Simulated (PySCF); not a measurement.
# C5H6BF3: the cost of one run

The runs use PySCF 2.14.0, with density-fitted response routines of our own; the level of theory stands in each step. All values are computed, except where a source is named. Atoms count from 0, in the outputs and in this text.

### Step 1. The molecule as given

15 atoms, charge 0, multiplicity 1; geometry from: GFN2-xTB. The atoms were then displaced at random by about 0.01 Å, so the start is not that level's minimum.

Bonds of the start (Å): F0–B1 1.34, B1–F2 1.30, B1–C3 1.56, C3–C4 1.52, C4–C5 1.32, C5–C6 1.50, C6–F7 1.38, C6–C8 1.51, C8–C3 1.57, C3–H9 1.07, C4–H10 1.08, C5–H11 1.07, C6–H12 1.09, C8–H13 1.08, C8–H14 1.11.

### Step 2. Geometry optimisation at PBE0-D3(BJ)/def2-SVP

What the job is given:

```
{"job": {"xc": "PBE0", "basis": "def2-SVP", "d3": "d3bj", "grid": 1, "shake": 0.01, "kind": "geom"}, "charge": 0, "multiplicity": 1}
F      1.918390    -1.547680     1.108510
B      1.977100    -0.390800     0.444100
F      3.085310     0.267350     0.639990
C      0.854730     0.178050    -0.483310
C      0.114030     1.296000     0.231810
C     -1.131390     1.003800     0.563780
C     -1.491140    -0.382890     0.110540
F     -2.661490    -0.366820    -0.624460
C     -0.322450    -0.820670    -0.747520
H      1.252530     0.564550    -1.395850
H      0.620460     2.218420     0.474790
H     -1.829920     1.625300     1.085070
H     -1.721040    -1.043180     0.947190
H     -0.045110    -1.850170    -0.552710
H     -0.635360    -0.768630    -1.809180
```

Run with:

```console
$ OMP_NUM_THREADS=1 python probes_run.py task.json out
```

The driver reads the jobs from task.json and runs them one after another.

**Question.** How long does this first job take on 1 thread of Arm Neoverse V1, shared host, and how much memory does it need?

About 3.1 min, with a peak of 0.64 GiB.
